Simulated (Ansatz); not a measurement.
# C2F4O (trifluoroacetyl fluoride) at wB97M-V/cc-pVDZ

What is the vertical ionisation energy of C2F4O (trifluoroacetyl fluoride) at wB97M-V/cc-pVDZ? 

The calculation is run with Ansatz 0.2.0.

51 further runs of the same task are left out: 51 set aside as unsound or not needed.

## 1. The structure to begin with

The species is C2F4O (7 atoms), meant as a singlet with charge 0. As SMILES, `O=C(F)C(F)(F)F`. The shape is that of a PBE0-D4/def2-TZVP optimisation.

Bond lengths: O1–C2 1.172 Å, C2–F3 1.326 Å, C2–C4 1.542 Å, C4–F5 1.330 Å, C4–F6 1.330 Å, C4–F7 1.318 Å. Angles: O1–C2–F3 124.0°, O1–C2–C4 126.4°, F3–C2–C4 109.5°, C2–C4–F5 109.8°, C2–C4–F6 109.8°, C2–C4–F7 110.2°, F5–C4–F6 108.7°, F5–C4–F7 109.1°, F6–C4–F7 109.1°.

## 2. The energy at wB97M-V/cc-pVDZ

input.yaml

```yaml
crystal:
  periodic: [false, false, false]
  atoms:
    - {symbol: O, position_ang: [1.061180, -1.396170, 0.701140]}
    - {symbol: C, position_ang: [0.088980, -0.798110, 0.435150]}
    - {symbol: F, position_ang: [-1.136840, -1.201010, 0.739860]}
    - {symbol: C, position_ang: [0.018150, 0.551850, -0.306440]}
    - {symbol: F, position_ang: [-0.697880, 0.418270, -1.418740]}
    - {symbol: F, position_ang: [-0.564330, 1.461580, 0.468830]}
    - {symbol: F, position_ang: [1.230750, 0.963590, -0.619810]}
basis:
  gaussian: {orbitals: cc-pVDZ}
hamiltonian: {xc: {name: wB97M-V}}
accuracy: high
output: {orbitals: {seedname: orbitals}}
```

Launch:

```sh
$ ansatz run input.yaml --threads 1 --pin off --max-ram 3480MiB --events-out events.jsonl --progress --plain --runs-dir runs
```

The log of the run:

```text
Warning: RAYON_NUM_THREADS=1 ignored (pool sized by the plan → 1); use --threads N
Functional definition: wB97M-V
  name "wB97M-V"
  parameter omega = 0.3/bohr
  parameter cx = 0.15
  parameter cx01 = 1.007
  parameter cx10 = 0.259
  parameter css00 = 0.443
  parameter css04 = -1.437
  parameter css10 = -4.535
  parameter css20 = -3.390
  parameter css43 = 4.278
  parameter cos00 = 1.000
  parameter cos10 = 1.358
  parameter cos20 = 2.924
  parameter cos21 = -8.812
  parameter cos60 = -1.390
  parameter cos61 = 9.142
  parameter b = 6.0
  parameter c = 0.01
  gx(w, u) = 1 - cx + cx01*u + cx10*w
  gss(w, u) = css00 + css04*u^4 + css10*w + css20*w^2 + css43*w^4*u^3
  gos(w, u) = cos00 + cos10*w + (cos20 + cos21*u)*w^2 + (cos60 + cos61*u)*w^6
  exchange = spin_sum(e_x_unif_sr(omega)*gx(b97_w, b97_u_x)) + cx*exact_x_sr(omega) + exact_x_lr(omega)
  correlation = spin_sum(e_c_pw_mod_same_spin*gss(b97_w, b97_u_same))
      + integral(e_c_pw_mod_opposite_spin*gos(b97_w_opposite, b97_u_opposite)) + vv10(b, c)
2166 factors; integrals over basis functions are off by at most 2.9e-9 eV
305 factors; integrals over basis functions are off by at most 2.0e-9 eV
mean field evaluation 1: about -14979.2890 eV, gradient 6.0e1 eV
mean field evaluation 2: about -14975.4994 eV, gradient 8.0e1 eV
mean field evaluation 4: about -14985.4295 eV, gradient 3.5e0 eV
mean field evaluation 8: about -14985.6302 eV, gradient 2.1e-1 eV
mean field evaluation 16: about -14985.6303 eV, gradient 1.9e-4 eV
mean field -14985.63034536 eV, -550.7117575670 hartree, gradient 2.4e-8 eV, S^2 0.000000; 0 other end points of the search recorded, 0 dependent functions left out
reference -14985.63034729 eV, -550.7117576377 hartree; 28, 28 occupied and 70, 70 virtual orbitals, 2166 factors
Total energy: -14985.63034729 eV, -550.7117576377 hartree
```

Wall time 71 s (1 thread of Arm Neoverse V2, shared host); peak memory 0.63 GiB.

## 3. The doublet cation, same level

run.yaml

```yaml
crystal:
  periodic: [false, false, false]
  atoms:
    - {symbol: O, position_ang: [1.061180, -1.396170, 0.701140]}
    - {symbol: C, position_ang: [0.088980, -0.798110, 0.435150]}
    - {symbol: F, position_ang: [-1.136840, -1.201010, 0.739860]}
    - {symbol: C, position_ang: [0.018150, 0.551850, -0.306440]}
    - {symbol: F, position_ang: [-0.697880, 0.418270, -1.418740]}
    - {symbol: F, position_ang: [-0.564330, 1.461580, 0.468830]}
    - {symbol: F, position_ang: [1.230750, 0.963590, -0.619810]}
basis:
  gaussian: {orbitals: cc-pVDZ}
hamiltonian: {xc: {name: wB97M-V}}
total_charge: 1
accuracy: high
output: {orbitals: {seedname: orbitals}}
magnetization: {spin_polarized: true, initial_magnetization: 1}
```

Launch:

```sh
$ ansatz run run.yaml --threads 1 --pin off --max-ram 3480MiB --events-out events.jsonl --progress --plain --runs-dir runs
```

The log of the run (excerpt; [...] marks lines left out):

```text
Warning: RAYON_NUM_THREADS=1 ignored (pool sized by the plan → 1); use --threads N
[... 2 set-up lines as earlier in the session ...]
[...]
  gx(w, u) = 1 - cx + cx01*u + cx10*w
  gss(w, u) = css00 + css04*u^4 + css10*w + css20*w^2 + css43*w^4*u^3
  gos(w, u) = cos00 + cos10*w + (cos20 + cos21*u)*w^2 + (cos60 + cos61*u)*w^6
[...]
      + integral(e_c_pw_mod_opposite_spin*gos(b97_w_opposite, b97_u_opposite)) + vv10(b, c)
2167 factors; integrals over basis functions are off by at most 2.9e-9 eV
305 factors; integrals over basis functions are off by at most 2.0e-9 eV
[...]
mean field -14973.01346130 eV, -550.2480956298 hartree, gradient 8.2e-8 eV, S^2 0.757789; 0 other end points of the search recorded, 0 dependent functions left out
reference -14973.01346318 eV, -550.2480956989 hartree; 28, 27 occupied and 70, 71 virtual orbitals, 2167 factors
Total energy: -14973.01346318 eV, -550.2480956989 hartree
```

Run time: 2.3 min. Hardware: 1 thread of Arm Neoverse V2, shared host; peak memory 1.1 GiB.

## 4. Outcome

At wB97M-V/cc-pVDZ:

| quantity | value |
| --- | --- |
| singlet C2F4O: total energy | -550.71176 Eh |
| singlet C2F4O: HOMO energy | -12.12 eV |
| singlet C2F4O: LUMO energy | 1.06 eV |
| singlet C2F4O: HOMO–LUMO gap | 13.18 eV |
| doublet cation: total energy | -550.24810 Eh |
| doublet cation: HOMO energy (highest over α and β) | -20.96 eV |
| doublet cation: LUMO energy (lowest over α and β) | -13.06 eV |
| doublet cation: ⟨S²⟩ | 0.758 |
| vertical ionisation energy (to the doublet cation) | 12.617 eV |

What this shows: The vertical ionisation energy comes to 12.62 eV (291 kcal/mol). The negative HOMO energy of the first species, 12.12 eV, lies 0.49 eV below that difference.
